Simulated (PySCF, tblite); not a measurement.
# C₄H₆F₄SSi: geometry, infrared bands and NMR shifts

Wanted: the infrared bands and NMR shifts of C₄H₆F₄SSi (`CS/C(=C/C(F)(F)F)[SiH2]F`), by calculation.

Computed with tblite 0.8.0 and PySCF 2.14.0, with density-fitted response routines of our own, on a single molecule in the gas phase. Atoms count from 0, in the outputs and in this text.

### Step 1. Starting geometry

16 atoms, charge 0, multiplicity 1; geometry from: force field or distance geometry start.

Bonds of the start (Å): C0–S1 1.84, S1–C2 1.78, C2–C3 1.33, C3–C4 1.50, C4–F5 1.36, C4–F6 1.37, C4–F7 1.40, C2–Si8 1.85, Si8–F9 1.69, C0–H10 1.11, C0–H11 1.10, C0–H12 1.10, C3–H13 1.11, Si8–H14 1.46, Si8–H15 1.46.

### Step 2. Optimising the geometry with GFN2-xTB

Job settings and geometry (Å):

```
{"job": {"kind": "relax", "xc": "GFN2-xTB", "basis": "xTB"}, "charge": 0, "multiplicity": 1}
C      2.823900    -0.257300    -0.137700
S      1.709500     1.184900     0.104000
C      0.055900     0.517600     0.083000
C     -0.209700    -0.770100    -0.108800
C     -1.618000    -1.300000    -0.116400
F     -2.371800    -0.787000     0.890800
F     -1.615700    -2.666600     0.025000
F     -2.204100    -0.974700    -1.343300
Si    -1.319500     1.732800     0.309000
F     -0.649700     3.284000     0.428100
H      2.679000    -0.573500    -1.194600
H      3.851200     0.079200     0.069500
H      2.464600    -1.033600     0.551600
H      0.637500    -1.472500    -0.235700
H     -2.056200     1.404800     1.531900
H     -2.184400     1.641000    -0.867800
```

Launch:

```bash
> OMP_NUM_THREADS=1 python probes_run.py task.json out
```

The driver reads the jobs from task.json and runs them one after another.

**Question.** This job is followed by: GFN2-xTB harmonic vibrations, gas phase; GIAO PBE0/pcSseg-1 NMR shielding, non-relativistic, gas phase. What will the session give for the following? strongest single infrared mode (GFN2-xTB); zero-point energy (GFN2-xTB); 13C shifts against TMS (PBE0/pcSseg-1); 1H shifts against TMS (PBE0/pcSseg-1, means over atoms taken as alike); 33S shifts against CS2 (PBE0/pcSseg-1); 19F shifts against CFCl3 (PBE0/pcSseg-1, means over atoms taken as alike); 29Si shifts against TMS (PBE0/pcSseg-1).

**Answer**, as computed:

| quantity | value |
| --- | --- |
| strongest single infrared mode (GFN2-xTB) | 998 cm⁻¹, 326 km/mol |
| zero-point energy (GFN2-xTB) | 58.1 kcal/mol |
| 13C shifts against TMS (PBE0/pcSseg-1) | 165.2, 132.9, 122.5, 20.1 ppm |
| 1H shifts against TMS (PBE0/pcSseg-1, means over atoms taken as alike) | 5.53, 5.47, 2.27 ppm |
| 33S shifts against CS2 (PBE0/pcSseg-1) | 55 ppm |
| 19F shifts against CFCl3 (PBE0/pcSseg-1, means over atoms taken as alike) | -69.9, -221.9 ppm |
| 29Si shifts against TMS (PBE0/pcSseg-1) | -11.8 ppm |

What this shows: Over 82 steps the energy fell by 0.526 eV; of the close pairs, Si8–F9 changed most, 1.694 to 1.607 Å. No mode is imaginary among the 42: a minimum at this level. The strongest single mode, at 998 cm⁻¹, moves mainly C4. Unscaled tight-binding wavenumbers are off by several per cent, some by more. Its intensities can rank the bands wrongly. The most deshielded hydrogen is H13 (hydrogen on an alkene CH), at 5.53 ppm: olefinic region. At PBE0/pcSseg-1: The widest tensor belongs to S1: span 332 ppm, with a paramagnetic part of -608 ppm.
